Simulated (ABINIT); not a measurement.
Ga3Se:

```xyz
4
Lattice="4.4325 0.0000 0.0000 0.0000 4.4325 0.0000 0.0000 0.0000 4.4325" Properties=species:S:1:pos:R:3 pbc="T T T"
Se    0.0000    0.0000    0.0000
Ga    2.2162    2.2162    0.0000
Ga    2.2162    0.0000    2.2162
Ga    0.0000    2.2162    2.2162
```

The cell comes from a database or a generator and needn't be the stable form of this composition.

Base run:

| Item | Value |
| --- | --- |
| Program | ABINIT 10.8.3 (patched build) |
| Functional | LDA |
| Potentials or basis | JTH PAW LDA v2.0 |
| Cutoff | 463 eV |
| k mesh | 6 × 6 × 6 |
| Occupations | fermi-dirac, width 0.05 eV |
| Spin | no spin polarisation |

Its results: band gap on the k mesh none (metal or under the smearing width); pressure -5.1 GPa.

Q: The run is repeated on the same cell with these changes: functional from LDA to PBEsol; potentials or basis from JTH PAW LDA v2.0 to PseudoDojo NC SR PBEsol v0.4.1 standard; cutoff from 463 eV to 1170 eV; valence electrons from 45 to 55. What comes out?

A: Band gap on the k mesh none (metal or under the smearing width); pressure -3.6 GPa.
